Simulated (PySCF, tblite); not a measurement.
**CH8NOSi2 radical, a small gas-phase stand-in for a defect centre (Si site with back bonds N[SiH3], C, O): EPR parameters**

Aim: the EPR parameters of `C[Si](O)N[SiH3]`. It is drawn as: dangling bond.

Computed with tblite 0.8.0 and PySCF 2.14.0; each step states its level. No surroundings beyond the atoms listed, unless a continuum is named. Atoms count from 0, parts from 1.

### 1 Starting point

13 atoms, charge 0, multiplicity 2; geometry: distance geometry start.

### 2 Geometry optimisation with GFN2-xTB

What the job is given:

```
{"job": {"kind": "relax", "xc": "GFN2-xTB", "basis": "xTB"}, "charge": 0, "multiplicity": 2}
Si    -0.540035     0.180811    -0.512420
N      0.833794    -0.359352     0.414238
Si     2.375515     0.308177     0.055718
C     -2.087756    -0.867395    -0.306677
O     -0.916494     1.835978    -0.428012
H      0.764611    -1.317493     0.828943
H      2.541351     1.543948     0.830996
H      3.419153    -0.657331     0.495287
H      2.653673     0.611742    -1.352540
H     -2.722137    -0.483065     0.537123
H     -1.834144    -1.907316    -0.095666
H     -2.660024    -0.777289    -1.268335
H     -1.862490     1.962062    -0.164937
```

With the program's defaults for keys left out, this is: GFN2-xTB geometry optimisation, gas phase.

Command:

```sh
> OMP_NUM_THREADS=1 python cluster_run.py task.json out
```

One launch serves the whole session: the jobs run in the order shown.

What it wrote:

```text
step      E/eV     max force
  0    -453.65395    1.843
  1    -453.79700    0.971
  2    -453.84298    0.606
  3    -453.88213    0.768
  4    -453.91211    0.493
  5    -453.92941    0.337
  6    -453.94276    0.443
  7    -453.96049    0.467
  8    -453.97457    0.449
  9    -453.98505    0.240
 10    -453.99132    0.177
 11    -453.99617    0.210
 12    -454.00146    0.251
 13    -454.00651    0.262
 14    -454.01112    0.217
 15    -454.01500    0.162
 16    -454.01780    0.133
 17    -454.01994    0.143
 18    -454.02214    0.187
 19    -454.02479    0.189
 20    -454.02757    0.130
 21    -454.02978    0.120
 22    -454.03149    0.136
 23    -454.03327    0.179
 24    -454.03541    0.185
 25    -454.03760    0.140
 26    -454.03929    0.117
 27    -454.04057    0.090
 28    -454.04178    0.115
 29    -454.04293    0.108
 30    -454.04420    0.089
 31    -454.04596    0.159
 32    -454.04873    0.205
 33    -454.05311    0.245
 34    -454.05859    0.255
 35    -454.06181    0.444
 36    -454.06565    0.324
 37    -454.06958    0.252
 38    -454.07542    0.384
 39    -454.08036    0.177
 40    -454.08829    0.511
 41    -454.09946    0.199
 42    -454.10602    0.298
 43    -454.10930    0.420
 44    -454.11363    0.142
 45    -454.11797    0.235
 46    -454.12097    0.201
 47    -454.12328    0.168
 48    -454.12514    0.135
 49    -454.12770    0.170
 50    -454.13145    0.227
 51    -454.13612    0.265
 52    -454.13974    0.186
 53    -454.14207    0.100
 54    -454.14332    0.210
 55    -454.14453    0.148
 56    -454.14686    0.178
 57    -454.15026    0.229
 58    -454.15340    0.129
 59    -454.15504    0.138
 60    -454.15660    0.134
 61    -454.15818    0.128
 62    -454.15946    0.135
 63    -454.16092    0.142
 64    -454.16250    0.167
 65    -454.16417    0.110
 66    -454.16583    0.106
 67    -454.16734    0.096
 68    -454.16814    0.162
 69    -454.16960    0.079
 70    -454.17110    0.116
 71    -454.17298    0.100
 72    -454.17439    0.074
 73    -454.17581    0.085
 74    -454.17730    0.115
 75    -454.17879    0.137
 76    -454.18042    0.160
 77    -454.18213    0.164
 78    -454.18398    0.096
 79    -454.18550    0.118
 80    -454.18643    0.082
 81    -454.18676    0.043
 82    -454.18712    0.055
 83    -454.18755    0.066
 84    -454.18788    0.068
 85    -454.18832    0.050
 86    -454.18873    0.072
 87    -454.18916    0.058
 88    -454.18957    0.075
 89    -454.18990    0.063
 90    -454.19012    0.030
 91    -454.19022    0.031
 92    -454.19031    0.034
 93    -454.19048    0.052
 94    -454.19074    0.058
 95    -454.19109    0.048
 96    -454.19143    0.049
 97    -454.19174    0.049
 98    -454.19207    0.051
 99    -454.19241    0.050
100    -454.19267    0.027
101    -454.19281    0.028
102    -454.19288    0.026
103    -454.19295    0.027
104    -454.19309    0.034
105    -454.19331    0.043
106    -454.19362    0.052
107    -454.19393    0.053
108    -454.19417    0.042
109    -454.19435    0.033
110    -454.19452    0.037
111    -454.19467    0.029
112    -454.19479    0.029
113    -454.19489    0.028
114    -454.19498    0.035
115    -454.19510    0.029
116    -454.19521    0.030
117    -454.19529    0.024
118    -454.19533    0.019
119    -454.19537    0.013
120    -454.19540    0.018
121    -454.19544    0.022
122    -454.19548    0.019
123    -454.19551    0.017
124    -454.19553    0.019
125    -454.19556    0.017
126    -454.19560    0.016
127    -454.19565    0.018
128    -454.19570    0.017
129    -454.19574    0.018
130    -454.19577    0.017
131    -454.19580    0.016
132    -454.19583    0.012
133    -454.19585    0.010
134    -454.19586    0.010
135    -454.19587    0.008
136    -454.19589    0.006
```

It took 3.8 s on 1 thread of Arm Neoverse V1, shared host.

Relaxation path:

| step | energy from step 0 (eV) | largest force (eV/Å) |
| --- | --- | --- |
| 0 | 0.0000 | 1.8429 |
| 5 | -0.2755 | 0.3367 |
| 10 | -0.3374 | 0.1777 |
| 15 | -0.3610 | 0.1623 |
| 20 | -0.3736 | 0.1299 |
| 25 | -0.3836 | 0.1395 |
| 30 | -0.3902 | 0.0888 |
| 35 | -0.4079 | 0.4445 |
| 40 | -0.4343 | 0.5106 |
| 45 | -0.4640 | 0.2346 |
| 50 | -0.4775 | 0.2270 |
| 55 | -0.4906 | 0.1477 |
| 60 | -0.5027 | 0.1348 |
| 65 | -0.5102 | 0.1094 |
| 70 | -0.5172 | 0.1159 |
| 75 | -0.5248 | 0.1368 |
| 80 | -0.5325 | 0.0813 |
| 85 | -0.5344 | 0.0500 |
| 90 | -0.5362 | 0.0292 |
| 95 | -0.5371 | 0.0476 |
| 100 | -0.5387 | 0.0275 |
| 105 | -0.5394 | 0.0428 |
| 110 | -0.5406 | 0.0377 |
| 115 | -0.5412 | 0.0292 |
| 120 | -0.5414 | 0.0180 |
| 125 | -0.5416 | 0.0175 |
| 130 | -0.5418 | 0.0172 |
| 135 | -0.5419 | 0.0086 |
| 136 | -0.5419 | 0.0064 |

Distances of close pairs at the start and the end, largest changes first:

| bond | before (Å) | after (Å) | change (Å) |
| --- | --- | --- | --- |
| Si0–O4 | 1.700 | 1.626 | -0.073 |
| N1–H5 | 1.046 | 1.006 | -0.040 |
| C3–H11 | 1.123 | 1.085 | -0.038 |
| C3–H9 | 1.123 | 1.089 | -0.034 |
| O4–H12 | 0.990 | 0.959 | -0.031 |
| Si0–C3 | 1.881 | 1.910 | +0.029 |
| Si2–H7 | 1.488 | 1.461 | -0.027 |
| N1–Si2 | 1.718 | 1.729 | +0.011 |

### 3 Relaxing the molecule at PBE0-D3(BJ)/def2-SVP

What the job is given:

```
{"job": {"xc": "PBE0", "basis": "def2-SVP", "d3": "d3bj", "grid": 2, "kind": "geom", "shake": 0.01}, "charge": 0, "multiplicity": 2}
Si    -0.644900    -0.096111    -0.923425
N      0.779136    -0.520164    -0.066801
Si     2.135632     0.465810     0.302686
C     -2.103801    -0.915171    -0.057267
O     -0.785833     1.544499    -0.908924
H      0.895394    -1.499975     0.077715
H      1.728558     1.558716     1.194094
H      3.108691    -0.402579     1.005968
H      2.738230     1.046803    -0.883153
H     -2.133402    -0.688654     1.020389
H     -2.111480    -1.998882    -0.153451
H     -3.071355    -0.568970    -0.461501
H     -0.524659     2.057306    -0.138927
```

What it wrote:

```text
step   0  E = -751.17801511  max force = 0.017757
step   1  E = -751.18188336  max force = 0.004429
step   2  E = -751.18212606  max force = 0.001778
step   3  E = -751.18218220  max force = 0.000704
step   4  E = -751.18221068  max force = 0.000574
step   5  E = -751.18224135  max force = 0.000831
step   6  E = -751.18225957  max force = 0.000640
step   7  E = -751.18228046  max force = 0.000595
step   8  E = -751.18230091  max force = 0.000558
step   9  E = -751.18232389  max force = 0.000819
step  10  E = -751.18234154  max force = 0.000596
step  11  E = -751.18235585  max force = 0.000477
step  12  E = -751.18237030  max force = 0.000544
step  13  E = -751.18239316  max force = 0.000880
step  14  E = -751.18251571  max force = 0.001553
step  15  E = -751.18258022  max force = 0.001098
step  16  E = -751.18266761  max force = 0.001091
step  17  E = -751.18275496  max force = 0.001739
step  18  E = -751.18298866  max force = 0.003216
step  19  E = -751.18295732  max force = 0.006128
step  20  E = -751.18345150  max force = 0.003300
step  21  E = -751.18365659  max force = 0.002805
step  22  E = -751.18393499  max force = 0.002198
step  23  E = -751.18402913  max force = 0.001539
step  24  E = -751.18407478  max force = 0.001082
step  25  E = -751.18415940  max force = 0.000628
step  26  E = -751.18417546  max force = 0.000700
step  27  E = -751.18421221  max force = 0.000452
step  28  E = -751.18424556  max force = 0.000574
step  29  E = -751.18433995  max force = 0.000957
step  30  E = -751.18436992  max force = 0.000584
step  31  E = -751.18441736  max force = 0.000710
step  32  E = -751.18446559  max force = 0.001147
step  33  E = -751.18458344  max force = 0.001795
step  34  E = -751.18435131  max force = 0.003286
step  35  E = -751.18471883  max force = 0.002161
step  36  E = -751.18485378  max force = 0.001546
step  37  E = -751.18508321  max force = 0.001914
step  38  E = -751.18515952  max force = 0.002044
step  39  E = -751.18524084  max force = 0.001728
step  40  E = -751.18533815  max force = 0.001677
step  41  E = -751.18537107  max force = 0.001415
step  42  E = -751.18539875  max force = 0.000327
step  43  E = -751.18540447  max force = 0.000361
optimisation converged
```

It took 7.9 min on 1 thread of Arm Neoverse V1, shared host; peak memory 0.62 GiB.

The steps of the relaxation: (not every step is listed)

| step | energy from step 0 (eV) | largest force component (eV/Å) |
| --- | --- | --- |
| 0 | 0.0000 | 0.9131 |
| 1 | -0.1053 | 0.2277 |
| 2 | -0.1119 | 0.0914 |
| 3 | -0.1134 | 0.0362 |
| 4 | -0.1142 | 0.0295 |
| 5 | -0.1150 | 0.0427 |
| 6 | -0.1155 | 0.0329 |
| 7 | -0.1161 | 0.0306 |
| 8 | -0.1166 | 0.0287 |
| 11 | -0.1181 | 0.0245 |
| 14 | -0.1225 | 0.0799 |
| 17 | -0.1290 | 0.0894 |
| 20 | -0.1479 | 0.1697 |
| 23 | -0.1636 | 0.0791 |
| 26 | -0.1676 | 0.0360 |
| 29 | -0.1721 | 0.0492 |
| 32 | -0.1755 | 0.0590 |
| 35 | -0.1824 | 0.1111 |
| 38 | -0.1944 | 0.1051 |
| 39 | -0.1966 | 0.0889 |
| 40 | -0.1993 | 0.0862 |
| 41 | -0.2002 | 0.0728 |
| 42 | -0.2009 | 0.0168 |
| 43 | -0.2011 | 0.0186 |

Close pairs (by a distance rule), those that changed most:

| bond | before (Å) | after (Å) | change (Å) |
| --- | --- | --- | --- |
| Si2–H8 | 1.452 | 1.494 | +0.043 |
| Si0–O4 | 1.647 | 1.682 | +0.035 |
| N1–Si2 | 1.717 | 1.750 | +0.032 |
| Si2–H6 | 1.468 | 1.494 | +0.026 |
| Si0–N1 | 1.715 | 1.736 | +0.021 |
| N1–H5 | 0.997 | 1.015 | +0.018 |
| Si2–H7 | 1.482 | 1.496 | +0.014 |
| C3–H10 | 1.088 | 1.101 | +0.013 |

The next job starts from the end point, and lists it.

| at the end point | value |
| --- | --- |
| point group (found at 0.08 Å tolerance) | C1 |
| rotational constants (GHz, main isotopes) | 5.804, 1.799, 1.504 |
| dipole moment (D) | 1.57 |
| ⟨S²⟩ | 0.752 |

### 4 EPR parameters: B3LYP/IGLO-III+pcH-1

What the job is given:

```
{"job": {"kind": "epr"}, "charge": 0, "multiplicity": 2}
Si    -0.712892    -0.073126    -0.805606
N      0.777513    -0.622561    -0.105464
Si     2.117684     0.414580     0.329586
C     -2.168414    -0.933636     0.021494
O     -0.670299     1.568097    -0.441262
H      0.915719    -1.619663     0.026634
H      1.850207     1.253632     1.536132
H      3.272912    -0.485784     0.634953
H      2.505011     1.322581    -0.792241
H     -2.148734    -0.714695     1.102231
H     -2.110306    -2.024151    -0.119302
H     -3.126380    -0.586490    -0.393521
H     -0.888583     2.169873    -1.157774
```

With the program's defaults for keys left out, this is: UKS B3LYP, IGLO-III on C N O Si, pcH-1 on H, non-relativistic, mean-field spin-orbit, GIAO.

What it wrote:

```text
UKS, coarse grid
  cycle   1  E = -751.90758824  |g| = 6.86e-01
  cycle   2  E = -751.50148847  |g| = 1.21e+00
  cycle   3  E = -752.07464580  |g| = 1.32e-01
  cycle   4  E = -752.08034352  |g| = 6.47e-02
  cycle   5  E = -752.08209701  |g| = 1.48e-02
  cycle   6  E = -752.08217242  |g| = 7.24e-03
  cycle   7  E = -752.08219402  |g| = 1.11e-03
  cycle   8  E = -752.08219531  |g| = 2.92e-04
UKS, final grid
  cycle   1  E = -752.08216947  |g| = 3.54e-04
  cycle   2  E = -752.08216942  |g| = 5.42e-04
  cycle   3  E = -752.08216953  |g| = 6.51e-05
  cycle   4  E = -752.08216953  |g| = 1.17e-05
E = -752.08216953 Eh   <S^2> = 0.7517 (exact 0.7500)
g shifts (ppm)      1          2          3
  rmc          -169       -169       -169
  gc             72         23         89
  oz_so       -1570          1        466
  total       -1667       -145        386
hyperfine (MHz)  atom isotope    a_iso     a_fc   dipolar eigenvalues
    0  29Si    -643.66    -644.70   -126.39     62.25     64.15
    1   14N      19.25      19.24     -4.93     -4.46      9.38
    2  29Si       3.19       3.19     -1.63      0.49      1.14
    3   13C     106.90     106.91     -9.62     -8.96     18.58
    4   17O     -11.15     -11.14    -25.91     12.39     13.52
    5    1H      -6.51      -6.53     -6.66     -2.56      9.21
    6    1H       8.59       8.59     -1.08     -0.82      1.91
    7    1H      -0.50      -0.50     -1.05     -0.97      2.03
    8    1H       1.80       1.80     -1.47     -1.25      2.72
    9    1H      37.03      37.03     -5.56     -0.65      6.22
   10    1H      -7.43      -7.43     -6.17     -2.61      8.78
   11    1H      -6.36      -6.36     -6.40     -2.73      9.13
   12    1H       0.93       0.93     -9.70     -3.68     13.38
```

Run time: 54 s. Hardware: 1 thread of Arm Neoverse V1, shared host; peak memory 0.97 GiB.

Principal g values 2.00065, 2.00217, 2.00271; g(iso) = 2.00184, against 2.00232 for a free electron.

Hyperfine couplings, nucleus by nucleus at this fixed geometry (no averaging over rotations):

| nuclei | isotope | a(iso) (MHz) | a(iso) (G, at g = 2.0023) | largest dipolar term (MHz) |
| --- | --- | --- | --- | --- |
| Si0 | 29Si | -643.7 | -229.7 | -126.4 |
| C3 | 13C | 106.9 | 38.1 | 18.6 |
| H9 | 1H | 37.0 | 13.2 | 6.2 |
| N1 | 14N | 19.2 | 6.9 | 9.4 |
| O4 | 17O | -11.1 | -4.0 | -25.9 |
| H6 | 1H | 8.6 | 3.1 | 1.9 |
| H10 | 1H | -7.4 | -2.7 | 8.8 |
| H5 | 1H | -6.5 | -2.3 | 9.2 |
| H11 | 1H | -6.4 | -2.3 | 9.1 |
| Si2 | 29Si | 3.2 | 1.1 | -1.6 |
| H8 | 1H | 1.8 | 0.6 | 2.7 |
| H12 | 1H | 0.9 | 0.3 | 13.4 |
| H7 | 1H | -0.5 | -0.2 | 2.0 |

Mulliken spin populations:

Si0 0.79; N1 0.07; Si2 0.01; C3 0.05; O4 0.03; H5 0.00; H6 0.00; H7 0.00; H8 0.00; H9 0.03; H10 0.00; H11 0.00; H12 0.01

In first order the couplings over 0.8 MHz of 1H, 14N give 384 distinct lines over 38.2 G.

### 5 g tensor and hyperfine couplings: BHandHLYP/IGLO-III+pcH-1

Same as in step 4 but for these lines:

```diff
@@ -1,2 +1,2 @@
-{"job": {"kind": "epr"}, "charge": 0, "multiplicity": 2}
+{"job": {"kind": "epr", "xc": "BHandHLYP"}, "charge": 0, "multiplicity": 2}
 Si    -0.712892    -0.073126    -0.805606
```

Level: UKS BHandHLYP, IGLO-III on C N O Si, pcH-1 on H, non-relativistic, mean-field spin-orbit, GIAO.

What it wrote:

```text
UKS, coarse grid
  cycle   1  E = -751.81762153  |g| = 5.43e-01
  cycle   2  E = -751.77729602  |g| = 6.57e-01
  cycle   3  E = -751.93277256  |g| = 5.54e-02
  cycle   4  E = -751.93402962  |g| = 2.77e-02
  cycle   5  E = -751.93440655  |g| = 6.39e-03
  cycle   6  E = -751.93443584  |g| = 3.00e-03
  cycle   7  E = -751.93444203  |g| = 1.13e-03
  cycle   8  E = -751.93444376  |g| = 2.99e-04
UKS, final grid
  cycle   1  E = -751.93442538  |g| = 1.81e-04
  cycle   2  E = -751.93442542  |g| = 1.48e-04
  cycle   3  E = -751.93442544  |g| = 6.20e-05
  cycle   4  E = -751.93442545  |g| = 2.41e-05
E = -751.93442545 Eh   <S^2> = 0.7528 (exact 0.7500)
g shifts (ppm)      1          2          3
  rmc          -171       -171       -171
  gc             77         27         93
  oz_so       -1608         21        389
  total       -1702       -124        311
hyperfine (MHz)  atom isotope    a_iso     a_fc   dipolar eigenvalues
    0  29Si    -678.87    -679.92   -133.52     65.07     68.45
    1   14N      20.77      20.76     -4.79     -4.28      9.07
    2  29Si       3.98       3.98     -1.38      0.34      1.04
    3   13C     106.60     106.61     -9.67     -8.74     18.42
    4   17O     -13.64     -13.63    -25.47     12.11     13.35
    5    1H      -7.90      -7.92     -6.71     -2.63      9.34
    6    1H       6.79       6.79     -1.05     -0.85      1.90
    7    1H      -0.35      -0.35     -1.03     -0.95      1.98
    8    1H       0.71       0.70     -1.46     -1.28      2.75
    9    1H      36.95      36.95     -5.54     -0.52      6.06
   10    1H      -8.59      -8.59     -6.22     -2.66      8.87
   11    1H      -7.27      -7.27     -6.46     -2.78      9.24
   12    1H       0.22       0.23     -9.77     -3.85     13.61
```

Wall time 56 s (1 thread of Arm Neoverse V1, shared host); peak memory 0.87 GiB.

In short: g(iso) 2.00181.

### 6 Side by side: EPR parameters

g, ⟨S²⟩ and isotropic hyperfine couplings (MHz), with basis size and wall time:

| run | g(iso) | ⟨S²⟩ | 29Si Si0 | 13C C3 | 1H H9 | 14N N1 | 17O O4 | functions | time |
| --- | --- | --- | --- | --- | --- | --- | --- | --- | --- |
| B3LYP/IGLO-III+pcH-1 | 2.00184 | 0.752 | -643.7 | 106.9 | 37.0 | 19.2 | -11.1 | 273 | 54 s |
| BHandHLYP/IGLO-III+pcH-1 | 2.00181 | 0.753 | -678.9 | 106.6 | 37.0 | 20.8 | -13.6 | 273 | 56 s |

### 7 Summary of results

| quantity | value |
| --- | --- |
| point group | C1 |
| rotational constants (main isotopes) | 5.80, 1.80, 1.50 GHz |
| g(iso) (B3LYP) | 2.00184 |
| ⟨S²⟩ | 0.752 (exact 0.75) |
| largest a(iso) | 29Si on Si0, -643.7 MHz |

What this shows: The start of the PBE0/def2-SVP relaxation was shaken at random by about 0.01 Å, so part of the energy gained, and of the first lengths quoted, undoes that. Relaxing lowered the energy by 0.201 eV in 43 steps; the close pair that moved most is Si2–H8, from 1.452 to 1.494 Å (PBE0/def2-SVP). Most of the unpaired spin sits on Si0 (0.79 e). The isotropic g lies 0.5 ppt below the free-electron value. The coupling of 29Si on Si0 runs from -678.9 (BHandHLYP/IGLO-III+pcH-1) to -643.7 MHz (B3LYP/IGLO-III+pcH-1). A capped cluster stands for the solid here, so long-range fields and strain are missing, and bands or shifts of the capping hydrogens have no counterpart in it.
